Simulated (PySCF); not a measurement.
**RuOF₂: quintet, from a trigonal pyramidal start**

Where does quintet RuOF₂ go from a trigonal pyramidal start, is the end point a minimum, and what are its modes, charges and moments?

The runs use PySCF 2.14.0; PBE0, basis Ru def2-TZVP with ECP28, O def2-TZVP, F def2-TZVP, scalar-relativistic core potentials, no spin–orbit coupling, density fitting.

## (1) Where the work starts

4 atoms, charge 0, spin multiplicity 5.

Bond lengths: Ru1–O2 1.710 Å, Ru1–F3 1.890 Å, Ru1–F4 1.890 Å. Angles: O2–Ru1–F3 99.8°, O2–Ru1–F4 99.8°, F3–Ru1–F4 99.8°.

```xyz
4
charge 0 multiplicity 5
Ru    0.0000   -0.3025    0.0000
O     1.6189    0.2481    0.0000
F    -0.6815    0.7069   -1.4452
F    -0.6815    0.7069    1.4452
```

## (2) First SCF at the start

One driver script runs all steps and calls PySCF; scf.py shows how it sets up the SCF of each step. The optimiser is the driver's own. After this first run the driver tries any further starts and a stability analysis.

scf.py reads:

```python
from pyscf import gto, scf, dft
mol = gto.M(atom='''
Ru    -0.000000    -0.302540     0.000000
O      1.618950     0.248070    -0.000010
F     -0.681500     0.706950    -1.445220
F     -0.681510     0.706940     1.445210''',
    basis={'Ru': 'def2-TZVP', 'O': 'def2-TZVP', 'F': 'def2-TZVP'},
    ecp={'Ru': 'def2-TZVP'},
    charge=0, spin=4)
mf = dft.UKS(mol, xc='PBE0')
mf.grids.atom_grid = (50, 194)
aux = {'Ru': 'def2-universal-JKFIT', 'O': 'def2-universal-JKFIT', 'F': 'def2-universal-JKFIT'}
mf = mf.density_fit(auxbasis=aux)
mf.conv_tol = 1e-08
mf.diis_space = 10
mf.max_cycle = 60
mf.init_guess = 'minao'
mf.verbose = 4
mf.kernel()
```

Command:

```sh
> OMP_NUM_THREADS=4 python axn.py task.json out
```

The runs that follow: Relaxation: trigonal pyramidal start, quintet; Is it a minimum? Harmonic modes.

**Question.** What will these runs give? Wanted: minimum; geometry; wavenumbers; dipole moment; highest occupied, lowest empty level; polar-tensor charge of Ru1; zero-point energy; atomisation energy; ⟨S²⟩.

As calculated:

```
                                          quantity                                                               value
                                           minimum                                                        quintet, C2v
                                          geometry  Ru–F 1.865 Å (×2), Ru–O 1.702 Å; F–Ru–F 159.4°, F–Ru–O 100.3° (×2)
                                wavenumbers (cm⁻¹)          132 (b1), 206 (a1), 223 (b2), 627 (a1), 682 (b2), 932 (a1)
                                     dipole moment                                                              1.97 D
highest occupied, lowest empty level (either spin)                                                     -7.98, -4.95 eV
                        polar-tensor charge of Ru1                                                             +1.74 e
                                 zero-point energy                                                         16.8 kJ/mol
                               entropy at 298.15 K                                                     318.4 J/(mol K)
         atomisation energy (no zero-point energy)                                                         1226 kJ/mol
                                              ⟨S²⟩                                                               6.013
```

**Reading.** From Cs at the start the molecule goes to a C2v minimum. In the infrared the band at 682 cm⁻¹ (b2, stretch) leads. Most of the spin sits on Ru1 (Mulliken spin 2.89, against 4 for the whole molecule). Only this shape and spin were tried, so other structures or states may lie lower. One determinant may miss the lowest occupation of an open d or f shell.
